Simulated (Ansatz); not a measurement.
**Ti: an axial (c/a) deformation path**

This session takes Ti and sets out to look for other minima along an axial (c/a) path.

Computed with Ansatz 0.2.0 (DFT PBEsol, scalar-relativistic, plane waves, PAW, unless a step's input says otherwise).

### Step 1. The starting structure

It takes space group P6_3/mmc (No. 194, hexagonal). The conventional cell has a = 2.950 Å, b = 2.950 Å, c = 4.686 Å, α = 90.00°, β = 90.00°, γ = 120.00°. Ti (site symmetry -6m2) is surrounded by 12 Ti at 2.90 to 2.95 Å.

Structure file:

```
Ti
1.0
     2.95000    0.00000    0.00000
    -1.47500    2.55477    0.00000
     0.00000    0.00000    4.68600
Ti
2
Direct
  0.33333 0.66667 0.25000
  0.66667 0.33333 0.75000
```

No relaxation comes first: the listed cell is the starting point.

### Step 2. The reference cell

Reference values: F = -4947.7686 eV; pressure -5.86 GPa; largest force 0.000 eV/Å; gap on the mesh none (metal). It was computed beforehand with the settings of the runs below.

### Step 3. Setting up an axial (c/a) deformation path

At fixed volume and fractional coordinates, lengths along (0.000, 0.000, 1.000) are scaled against those across it; ρ is that ratio over its starting value.

### Step 4. Point ρ = 0.850

Contents of input.yaml:

```yaml
crystal:
  lattice:
    - [3.1142159576, 0.0, 0.0]
    - [-1.5571079788, 2.6969901322, 0.0]
    - [0.0, 0.0, 4.2048279924]
  atoms:
    - { symbol: Ti, position: [0.3333333333, 0.6666666667, 0.25] }
    - { symbol: Ti, position: [0.6666666667, 0.3333333333, 0.75] }
basis:
  ecutwfc: 420
kpoints:
  mp_grid: { grid: [24, 24, 12] }
hamiltonian:
  xc: pbesol
scf:
  occupations: { method: gaussian, width: 0.15 }
output:
  forces: true
  stress: true
  eigenvalues: true
  write_density: true
  write_potential: true
  elf: true
  volumetric_format: npy
```

On the command line:

```sh
ansatz run input.yaml --threads 1 --pin off --max-ram 2560MiB --backend cpu --events-out ev --progress --plain --runs-dir out
```

### Step 5. At ρ = 1.200

Changes to input.yaml since step 4:

```diff
@@ -2,5 +2,5 @@
   lattice:
-    - [3.1142159576, 0.0, 0.0]
-    - [-1.5571079788, 2.6969901322, 0.0]
-    - [0.0, 0.0, 4.2048279924]
+    - [2.7760542717, 0.0, 0.0]
+    - [-1.3880271359, 2.4041335216, 0.0]
+    - [0.0, 0.0, 5.2916337976]
   atoms:
```

### Step 6. At ρ = 0.920

Changes to input.yaml since step 5:

```diff
@@ -2,5 +2,5 @@
   lattice:
-    - [2.7760542717, 0.0, 0.0]
-    - [-1.3880271359, 2.4041335216, 0.0]
-    - [0.0, 0.0, 5.2916337976]
+    - [3.0331397821, 0.0, 0.0]
+    - [-1.516569891, 2.6267761045, 0.0]
+    - [0.0, 0.0, 4.4326234106]
   atoms:
@@ -20,5 +20 @@
   eigenvalues: true
-  write_density: true
-  write_potential: true
-  elf: true
-  volumetric_format: npy
```

### Step 7. Point ρ = 1.100

Changes to input.yaml since step 6:

```diff
@@ -2,5 +2,5 @@
   lattice:
-    - [3.0331397821, 0.0, 0.0]
-    - [-1.516569891, 2.6267761045, 0.0]
-    - [0.0, 0.0, 4.4326234106]
+    - [2.8577493804, 0.0, 0.0]
+    - [-1.4288746902, 2.4748835611, 0.0]
+    - [0.0, 0.0, 4.9934120815]
   atoms:
```

### Step 8. ρ = 0.960

Changes to input.yaml since step 7:

```diff
@@ -2,5 +2,5 @@
   lattice:
-    - [2.8577493804, 0.0, 0.0]
-    - [-1.4288746902, 2.4748835611, 0.0]
-    - [0.0, 0.0, 4.9934120815]
+    - [2.9904138122, 0.0, 0.0]
+    - [-1.4952069061, 2.5897743292, 0.0]
+    - [0.0, 0.0, 4.5601917682]
   atoms:
```

### Step 9. Point ρ = 1.050

Changes to input.yaml since step 8:

```diff
@@ -2,5 +2,5 @@
   lattice:
-    - [2.9904138122, 0.0, 0.0]
-    - [-1.4952069061, 2.5897743292, 0.0]
-    - [0.0, 0.0, 4.5601917682]
+    - [2.902408928, 0.0, 0.0]
+    - [-1.451204464, 2.5135598638, 0.0]
+    - [0.0, 0.0, 4.8409264427]
   atoms:
```

### Step 10. At ρ = 0.800

Changes to input.yaml since step 9:

```diff
@@ -2,5 +2,5 @@
   lattice:
-    - [2.902408928, 0.0, 0.0]
-    - [-1.451204464, 2.5135598638, 0.0]
-    - [0.0, 0.0, 4.8409264427]
+    - [3.177788863, 0.0, 0.0]
+    - [-1.5888944315, 2.7520458832, 0.0]
+    - [0.0, 0.0, 4.038272383]
   atoms:
```

### Step 11. At ρ = 1.300

Changes to input.yaml since step 10:

```diff
@@ -2,5 +2,5 @@
   lattice:
-    - [3.177788863, 0.0, 0.0]
-    - [-1.5888944315, 2.7520458832, 0.0]
-    - [0.0, 0.0, 4.038272383]
+    - [2.7029660044, 0.0, 0.0]
+    - [-1.3514830022, 2.3408372254, 0.0]
+    - [0.0, 0.0, 5.5816746605]
   atoms:
```

(Steps that only read results are left out.)

Q: Predict the outcome of this session. Wanted: highest point.

As calculated:

| quantity | value |
| --- | --- |
| highest point | 204.5 meV/atom at ρ = 1.300 |

**Reading.** The undisturbed cell stays the lowest of the sampled points. No sampled point inside the path is a dip, apart from those named.
